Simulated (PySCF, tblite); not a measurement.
# C₅H₆AlClO₃: geometry, infrared bands and NMR shifts

Aim: predict the infrared bands and NMR shifts of C₅H₆AlClO₃ (`CC(=O)C1=[O+][AlH2-][O]C(Cl)=C1`).

Programs: tblite 0.8.0 and PySCF 2.14.0, with density-fitted response routines of our own. Each step states its level of theory. These are calculated values for one molecule in the gas phase, unless marked as measured. Atoms count from 0, in the outputs and in this text.

### Step 1. The molecule as given

16 atoms, charge 0, multiplicity 1; geometry from: force field or distance geometry start.

Bonds of the start (Å): C0–C1 1.51, C1–O2 1.26, C1–C3 1.48, C3–O4 1.28, O4–Al5 1.85, Al5–O6 1.84, O6–C7 1.40, C7–Cl8 1.75, C7–C9 1.34, C9–C3 1.49, C0–H10 1.11, C0–H11 1.10, C0–H12 1.12, Al5–H13 1.59, Al5–H14 1.60, C9–H15 1.09.

### Step 2. Optimising the geometry with GFN2-xTB

The job: settings as JSON, then the geometry in Å.

```
{"job": {"kind": "relax", "xc": "GFN2-xTB", "basis": "xTB"}, "charge": 0, "multiplicity": 1}
C      2.504800    -1.122500     0.029500
C      1.743100     0.182200     0.019700
O      2.405900     1.255000     0.053500
C      0.268100     0.200400    -0.004000
O     -0.333200    -0.928000    -0.008300
Al    -2.170400    -1.115500    -0.051100
O     -2.704900     0.642900    -0.045500
C     -1.774500     1.692600    -0.012400
Cl    -2.408000     3.321100    -0.011400
C     -0.448400     1.511100     0.008800
H      2.243800    -1.698200    -0.886500
H      3.588400    -0.942300     0.052200
H      2.211000    -1.711400     0.936100
H     -2.622700    -1.835600    -1.399200
H     -2.675200    -1.850200     1.272100
H      0.164500     2.407200     0.035100
```

The run is started by

```
OMP_NUM_THREADS=1 python probes_run.py task.json out
```

This one command runs all jobs of the session in turn.

**Question.** This job is followed by: GFN2-xTB harmonic vibrations, gas phase; GIAO PBE0/pcSseg-1 NMR shielding, non-relativistic, gas phase. What will the session give for the following? strongest single infrared mode (GFN2-xTB); zero-point energy (GFN2-xTB); 13C shifts against TMS (PBE0/pcSseg-1); 1H shifts against TMS (PBE0/pcSseg-1, means over atoms taken as alike); 17O shifts against H2O (PBE0/pcSseg-1); 27Al shifts against AlH4- (PBE0/pcSseg-1); 35Cl shifts against HCl (PBE0/pcSseg-1).

As calculated:

| quantity | value |
| --- | --- |
| strongest single infrared mode (GFN2-xTB) | 1461 cm⁻¹, 627 km/mol |
| zero-point energy (GFN2-xTB) | 59.6 kcal/mol |
| 13C shifts against TMS (PBE0/pcSseg-1) | 203.6, 193.0, 179.9, 103.3, 28.6 ppm |
| 1H shifts against TMS (PBE0/pcSseg-1, means over atoms taken as alike) | 6.59, 4.35, 2.63 ppm |
| 17O shifts against H2O (PBE0/pcSseg-1) | 687.8, 335.1, 256.5 ppm |
| 27Al shifts against AlH4- (PBE0/pcSseg-1) | 56.4 ppm |
| 35Cl shifts against HCl (PBE0/pcSseg-1) | 446 ppm |

Over 44 steps the energy fell by 1.090 eV; of the close pairs, O6–C7 changed most, 1.403 to 1.247 Å. All 42 modes are real, so the xTB geometry is a minimum. The strongest single mode, at 1461 cm⁻¹, moves mainly C9 and C3. GFN2-xTB is a fitted tight-binding method: band positions and strengths are rough. Its intensities can rank the bands wrongly. H15 (hydrogen on a β carbon of an enol-ether or enamine type C=C) lies farthest downfield among hydrogen, at 6.59 ppm; a vinylic proton, deshielded by the sp2 carbon and the C=C anisotropy. At PBE0/pcSseg-1: The widest tensor belongs to O2: span 1316 ppm, with a paramagnetic part of -751 ppm.
